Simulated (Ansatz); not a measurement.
Crystal: Cd3Se.

```
Cd Se
1.0
    -2.04095    2.04095    6.08708
     2.04095   -2.04095    6.08708
     2.04095    2.04095   -6.08708
Cd Se
3 1
Direct
  0.50000 0.50000 0.00000
  0.25000 0.75000 0.50000
  0.75000 0.25000 0.50000
  0.00000 0.00000 0.00000
```

The cell comes from a database or a generator and needn't be the stable form of this composition.

Base run:

```yaml
Program: Ansatz 0.2.0
Functional: PBEsol
Potentials_or_basis: all-electron LAPW, scalar-relativistic
Cutoff: 223 eV
Density_cutoff: 893 eV
Basis_error_allowed: 0.002 eV/atom
k_mesh: 9 × 9 × 9
Occupations: fermi-dirac, width 0.05 eV
Spin: no spin polarisation
```

Its results: pressure -3.7 GPa.

Q: After a change of settings the same cell gave: pressure -5.6 GPa. Which change was it?
A. k mesh from 9 × 9 × 9 to 5 × 5 × 5; occupations from fermi-dirac, width 0.05 eV to fermi-dirac, width 0.03 eV
B. basis error allowed from 0.002 eV/atom to 0.001 eV/atom
C. potentials or basis from all-electron LAPW, scalar-relativistic to all-electron PAW datasets made for the crystal
D. functional from PBEsol to LDA

A: D.

LDA binds more tightly than PBEsol, so the same cell stands under less pressure.

Not every run made on this cell is shown here.
